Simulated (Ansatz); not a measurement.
# ZnIn26P27: the cost of one run

Program: Ansatz 0.2.0. Level of theory: DFT, PBE, plane-wave PAW, default files, scalar-relativistic, as far as a step names no other. These are calculated values, not measurements.

The COD entry's cell or inner coordinates are ideal or old and differ from later refinements, so a difference from it is no clean test against experiment.

## 1. The starting structure

It takes space group F-43m (No. 216, cubic). The conventional cell has a = 17.583 Å, b = 17.583 Å, c = 17.583 Å, α = 90.00°, β = 90.00°, γ = 90.00°. Zn (site symmetry -43m) is surrounded by 4 P at 2.54 Å. In (site symmetry m) is surrounded by 4 P at 2.54 Å. In (site symmetry 3m) is surrounded by 4 P at 2.54 Å. In (site symmetry 2mm) has 4 P at 2.54 Å as nearest neighbours. Around P (site symmetry 3m) lie 1 Zn at 2.54 Å and 3 In at 2.54 Å. P (site symmetry 2mm) has 4 In at 2.54 Å as nearest neighbours. P (site symmetry m) is surrounded by 4 In at 2.54 Å. Only part of the 10 independent sites is listed.

Structure file:

```cif
data_structure
_symmetry_space_group_name_H-M 'F-43m'
_symmetry_Int_Tables_number 216
_cell_length_a 17.5830
_cell_length_b 17.5830
_cell_length_c 17.5830
_cell_angle_alpha 90.000
_cell_angle_beta 90.000
_cell_angle_gamma 90.000
_cell_volume 5435.99
loop_
_atom_site_label
_atom_site_type_symbol
_atom_site_symmetry_multiplicity
_atom_site_Wyckoff_symbol
_atom_site_fract_x
_atom_site_fract_y
_atom_site_fract_z
_atom_site_occupancy
Zn1 Zn 4 a 0.00000 0.00000 0.00000 1
In1 In 48 h 0.16667 0.00000 0.16667 1
In2 In 16 e 0.83333 0.33333 0.16667 1
In3 In 16 e 0.16667 0.16667 0.33333 1
In4 In 24 f 0.50000 0.16667 0.00000 1
P1 P 16 e 0.08333 0.41667 0.58333 1
P2 P 24 g 0.25000 0.41667 0.75000 1
P3 P 48 h 0.58333 0.25000 0.91667 1
P4 P 16 e 0.41667 0.08333 0.91667 1
P5 P 4 c 0.25000 0.25000 0.25000 1
```

Atom 1 of the input is the impurity.

## 2. Gradients at the starting positions

Input file input.yaml:

```yaml
crystal:
  lattice:
    - [0.0, 8.7915, 8.7915]
    - [8.7915, 0.0, 8.7915]
    - [8.7915, 8.7915, 0.0]
  atoms:
    - { symbol: Zn, position: [0.0, 0.0, 0.0], spin: 1.0 }
    - { symbol: In, position: [0.0, 0.0, 0.3333333333] }
    - { symbol: In, position: [0.0, 0.0, 0.6666666667] }
    - { symbol: In, position: [0.0, 0.3333333333, 0.0] }
    - { symbol: In, position: [0.0, 0.3333333333, 0.3333333333] }
    - { symbol: In, position: [0.0, 0.3333333333, 0.6666666667] }
    - { symbol: In, position: [0.0, 0.6666666667, 0.0] }
    - { symbol: In, position: [0.0, 0.6666666667, 0.3333333333] }
    - { symbol: In, position: [0.0, 0.6666666667, 0.6666666667] }
    - { symbol: In, position: [0.3333333333, 0.0, 0.0] }
    - { symbol: In, position: [0.3333333333, 0.0, 0.3333333333] }
    - { symbol: In, position: [0.3333333333, 0.0, 0.6666666667] }
    - { symbol: In, position: [0.3333333333, 0.3333333333, 0.0] }
    - { symbol: In, position: [0.3333333333, 0.3333333333, 0.3333333333] }
    - { symbol: In, position: [0.3333333333, 0.3333333333, 0.6666666667] }
    - { symbol: In, position: [0.3333333333, 0.6666666667, 0.0] }
    - { symbol: In, position: [0.3333333333, 0.6666666667, 0.3333333333] }
    - { symbol: In, position: [0.3333333333, 0.6666666667, 0.6666666667] }
    - { symbol: In, position: [0.6666666667, 0.0, 0.0] }
    - { symbol: In, position: [0.6666666667, 0.0, 0.3333333333] }
    - { symbol: In, position: [0.6666666667, 0.0, 0.6666666667] }
    - { symbol: In, position: [0.6666666667, 0.3333333333, 0.0] }
    - { symbol: In, position: [0.6666666667, 0.3333333333, 0.3333333333] }
    - { symbol: In, position: [0.6666666667, 0.3333333333, 0.6666666667] }
    - { symbol: In, position: [0.6666666667, 0.6666666667, 0.0] }
    - { symbol: In, position: [0.6666666667, 0.6666666667, 0.3333333333] }
    - { symbol: In, position: [0.6666666667, 0.6666666667, 0.6666666667] }
    - { symbol: P, position: [0.0833333333, 0.0833333333, 0.0833333333] }
    - { symbol: P, position: [0.0833333333, 0.0833333333, 0.4166666667] }
    - { symbol: P, position: [0.0833333333, 0.0833333333, 0.75] }
    - { symbol: P, position: [0.0833333333, 0.4166666667, 0.0833333333] }
    - { symbol: P, position: [0.0833333333, 0.4166666667, 0.4166666667] }
    - { symbol: P, position: [0.0833333333, 0.4166666667, 0.75] }
    - { symbol: P, position: [0.0833333333, 0.75, 0.0833333333] }
    - { symbol: P, position: [0.0833333333, 0.75, 0.4166666667] }
    - { symbol: P, position: [0.0833333333, 0.75, 0.75] }
    - { symbol: P, position: [0.4166666667, 0.0833333333, 0.0833333333] }
    - { symbol: P, position: [0.4166666667, 0.0833333333, 0.4166666667] }
    - { symbol: P, position: [0.4166666667, 0.0833333333, 0.75] }
    - { symbol: P, position: [0.4166666667, 0.4166666667, 0.0833333333] }
    - { symbol: P, position: [0.4166666667, 0.4166666667, 0.4166666667] }
    - { symbol: P, position: [0.4166666667, 0.4166666667, 0.75] }
    - { symbol: P, position: [0.4166666667, 0.75, 0.0833333333] }
    - { symbol: P, position: [0.4166666667, 0.75, 0.4166666667] }
    - { symbol: P, position: [0.4166666667, 0.75, 0.75] }
    - { symbol: P, position: [0.75, 0.0833333333, 0.0833333333] }
    - { symbol: P, position: [0.75, 0.0833333333, 0.4166666667] }
    - { symbol: P, position: [0.75, 0.0833333333, 0.75] }
    - { symbol: P, position: [0.75, 0.4166666667, 0.0833333333] }
    - { symbol: P, position: [0.75, 0.4166666667, 0.4166666667] }
    - { symbol: P, position: [0.75, 0.4166666667, 0.75] }
    - { symbol: P, position: [0.75, 0.75, 0.0833333333] }
    - { symbol: P, position: [0.75, 0.75, 0.4166666667] }
    - { symbol: P, position: [0.75, 0.75, 0.75] }
magnetization:
  spin_polarized: true
kpoints:
  mp_grid: { grid: [2, 2, 2] }
scf:
  occupations: { method: fermi_dirac, width: 0.01 }
hamiltonian:
  xc: pbe
  pseudopotentials: { kind: paw }
output:
  forces: true
  stress: true
  populations: true
  efg:
    quadrupole_moments_barn: { Zn: 0.122, In: 0.772 }
    contact_densities: true
```

Run with:

```sh
$ ansatz run input.yaml --threads 4 --pin off --max-ram 10240MiB --backend cpu --events-out ev --progress --plain --runs-dir out
```

**Question.** How long does this run take on 4 threads of Arm Neoverse V1, shared host, and how much memory does it need?

About 2.1 min, with a peak of 7.5 GiB.
